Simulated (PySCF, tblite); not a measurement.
# C8H6NO radical: geometry, infrared bands and EPR parameters

Aim: predict the infrared bands and EPR parameters of C8H6NO radical (`COc1c[c]c(C#N)cc1`).

Computed with tblite 0.8.0 and PySCF 2.14.0, with density-fitted response routines of our own, on a single molecule in the gas phase. Atoms count from 0, in the outputs and in this text.

## 1. Starting geometry

16 atoms, charge 0, multiplicity 2; geometry from: force field or distance geometry start.

Bonds of the start (Å): C0–O1 1.41, O1–C2 1.38, C2–C3 1.40, C3–C4 1.40, C4–C5 1.39, C5–C6 1.44, C6–N7 1.17, C5–C8 1.39, C8–C9 1.41, C9–C2 1.39, C0–H10 1.10, C0–H11 1.10, C0–H12 1.09, C3–H13 1.08, C8–H14 1.07, C9–H15 1.08.

## 2. Relaxing the molecule with GFN2-xTB

What the job is given:

```
{"job": {"kind": "relax", "xc": "GFN2-xTB", "basis": "xTB"}, "charge": 0, "multiplicity": 2}
C     -2.850600     0.475500     0.299400
O     -1.973000    -0.525900    -0.170100
C     -0.623200    -0.246500    -0.117900
C     -0.062700     0.955300     0.319900
C      1.324700     1.105000     0.319800
C      2.146500     0.083500    -0.152600
C      3.568800     0.279700    -0.157800
N      4.726000     0.426200    -0.157900
C      1.592000    -1.113100    -0.600200
C      0.194300    -1.269300    -0.580600
H     -3.881800     0.091600     0.201600
H     -2.690700     0.700500     1.359600
H     -2.789000     1.382900    -0.304200
H     -0.655700     1.772600     0.695100
H      2.211700    -1.911300    -0.964100
H     -0.244900    -2.197700    -0.924500
```

Run with:

```sh
OMP_NUM_THREADS=1 python probes_run.py task.json out
```

The driver reads the jobs from task.json and runs them one after another.

**Question.** This job is followed by: GFN2-xTB harmonic vibrations, gas phase; UKS B3LYP, pcH-1 on C H N O, non-relativistic, mean-field spin-orbit, GIAO. Predict these results of the whole session: strongest single infrared mode (GFN2-xTB); zero-point energy (GFN2-xTB); g(iso) (B3LYP); ⟨S²⟩; largest a(iso) (averaged by class); potential on the surface of density 0.002 e/bohr³, 1st and 99th percentile.

The runs gave:

```
                                                                  quantity                  value
                                 strongest single infrared mode (GFN2-xTB)  2372 cm⁻¹, 323 km/mol
                                              zero-point energy (GFN2-xTB)          71.8 kcal/mol
                                                            g(iso) (B3LYP)                2.00224
                                                                      ⟨S²⟩     0.758 (exact 0.75)
                                        largest a(iso) (averaged by class)   13C on C4, 423.4 MHz
potential on the surface of density 0.002 e/bohr³, 1st and 99th percentile     -1.91 V and 1.44 V
```

**Reading.** Relaxing lowered the energy by 0.175 eV in 25 steps; the close pair that moved most is C3–C4, from 1.395 to 1.358 Å. No mode is imaginary among the 42: a minimum at this level. The strongest single mode, at 2372 cm⁻¹, moves mainly C6 and N7. Unscaled tight-binding wavenumbers are off by several per cent, some by more. Its intensities can rank the bands wrongly. C4 carries the largest spin population, 1.02 e. The isotropic g lies 0.1 ppt below the free-electron value. The conformer search found further structures of the same energy, which may be mirror or relabelled copies of this one.
